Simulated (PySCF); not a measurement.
# NaHg: bond curves at several levels of theory

The task here is to estimate one member of a computed series from the others.

The runs use PySCF 2.14.0; Na def2-SVP, Hg def2-SVP with ECP60, scalar-relativistic core potentials.

Set-up of the first run:

Settings of the job:

```json
{
  "atoms": "Na, Hg",
  "charge": "0",
  "basis": "Na def2-SVP, Hg def2-SVP with ECP60",
  "Hamiltonian": "scalar-relativistic core potentials",
  "basis functions": "47",
  "electrons treated": "31",
  "masses in u": "22.9898, 201.9706",
  "levels": "PBE0, PBE, r²SCAN, BP86, BLYP, M06-2X, CAM-B3LYP, HF, MP2, SCS-MP2, CCSD, CCSD(T)",
  "grid": "80 radial by 434 angular points",
  "occupations": "held fixed by the projection of orbital angular momentum",
  "dissociation limit": "Na + Hg, each in its ground configuration",
  "starting distance in angstrom": "2.950",
  "values of 2S to try": "1, 3"
}
```

Launch:

```console
OMP_NUM_THREADS=1 python dia.py task.json out
```

Steps of the session up to this table: The job; The PBE0 curve of the state that the search chose; Higher solutions at PBE0; PBE (GGA); r²SCAN; BP86; BLYP; M06-2X; CAM-B3LYP (range-separated hybrid); UHF; Correlated methods on the Hartree–Fock reference.

One of the session's tables, all rows but one given; the rest of the session is left out.

Energy (eV) from each level's lowest point:

| R (Å) | UHF | UHF-MP2 | UHF-SCS-MP2 | UHF-CCSD | UHF-CCSD(T) |
| --- | --- | --- | --- | --- | --- |
| 3.085 | 0.190 | 0.069 | 0.086 | n/a | n/a |
| 3.228 | 0.137 | 0.035 | 0.048 | 0.038 | 0.034 |
| 3.372 | 0.100 | 0.015 | 0.026 | 0.017 | 0.015 |
| 3.479 | ? | ? | ? | ? | ? |
| 3.587 | 0.063 | 0.003 | 0.008 | 0.003 | 0.002 |
| 3.695 | 0.049 | 0.000 | 0.004 | 0.001 | 0.000 |
| 3.838 | 0.035 | 0.000 | 0.001 | 0.000 | 0.000 |
| 4.017 | 0.022 | 0.002 | 0.000 | 0.001 | 0.002 |
| 4.233 | 0.011 | 0.005 | 0.001 | 0.004 | 0.006 |
| 4.520 | 0.000 | 0.010 | 0.003 | n/a | n/a |

Q: Estimate the row for R (Å) = 3.479 from the others.

Worked estimate for «UHF». A straight line through the neighbours (3.372, 0.100) and (3.587, 0.063) gives 0.100 + (0.063 − 0.100) × (3.479 − 3.372) / (3.587 − 3.372) = 0.082; a parabola fitted to 4 rows on both sides gives 0.079.

As computed: UHF: 0.079; UHF-MP2: 0.007; UHF-SCS-MP2: 0.015; UHF-CCSD: 0.008; UHF-CCSD(T): 0.006. In «UHF» the line misses by +0.003 and the parabola by 0.000.

Limits of these values: The bond is weak, and basis-set superposition, which was not computed, may be a sizeable part of it.
